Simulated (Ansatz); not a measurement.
**NiS: a single-point run**

Aim: a sound single-point run of NiS. The structure is shown as the input types it.

Program: Ansatz 0.2.0. Level of theory: DFT, LDA, all-electron LAPW, scalar-relativistic. These are calculated values, not measurements.

### Step 1. The system as given

The structure is hexagonal, space group P6_3/mmc (No. 194). The conventional cell has a = 3.425 Å, b = 3.425 Å, c = 5.340 Å, α = 90.00°, β = 90.00°, γ = 120.00°. Ni (site symmetry -3m) has 6 S at 2.39 Å and 2 Ni at 2.67 Å as nearest neighbours. Around S (site symmetry -6m2) lie 6 Ni at 2.39 Å.

As a file:

```
Ni S
1.0
     3.42500    0.00000    0.00000
    -1.71250    2.96614    0.00000
     0.00000    0.00000    5.34000
Ni S
2 2
Direct
  0.00000 0.00000 0.00000
  0.00000 0.00000 0.50000
  0.33333 0.66667 0.25000
  0.66667 0.33333 0.75000
```

### Step 2. The calculation

Contents of input.yaml:

```yaml
crystal:
  lattice:
    - [3.425, 0.0, 0.0]
    - [-1.7125, 2.966137008, 0.0]
    - [0.0, 0.0, 5.34]
  atoms:
    - { symbol: Ni, position: [0.0, 0.0, 0.0], spin: 0.05 }
    - { symbol: Ni, position: [0.0, 0.0, 0.5], spin: 0.05 }
    - { symbol: S, position: [0.3333333333, 0.6666666667, 0.25] }
    - { symbol: S, position: [0.6666666667, 0.3333333333, 0.75] }
magnetization:
  spin_polarized: true
  initial_magnetization: 0.1
  spin_locking: { lock_magnetization: hard }
kpoints:
  mp_grid: { grid: [11, 11, 7] }
scf:
  occupations: { method: fermi_dirac, width: 0.05 }
  lower_state_search: "off"
  max_iter: 2
hamiltonian:
  xc: lda
  pseudopotentials: { kind: all_electron, lapw: { basis_error: 0.001 } }
output:
  forces: true
  stress: true
  eigenvalues: false
```

Command:

```console
$ ansatz run input.yaml --threads 2 --pin off --max-ram 6144MiB --backend cpu --events-out ev --progress --plain --runs-dir out
```

**Question.** How will this run end, and is anything wrong with its input?

The SCF did not converge in 2 cycles. The density residual dr2 fell from 2.25 to 0.645 eV (threshold 1.0e-7) and was still falling. The test that failed last is that of the onsite residual, at 8.2. Its numbers are not properties of the system.

Look at the input: scf.max_iter is 2. The cap on SCF cycles is too low for this system: the loop was cut off before the input and output densities agreed.

The cure: delete scf.max_iter (the default then holds).
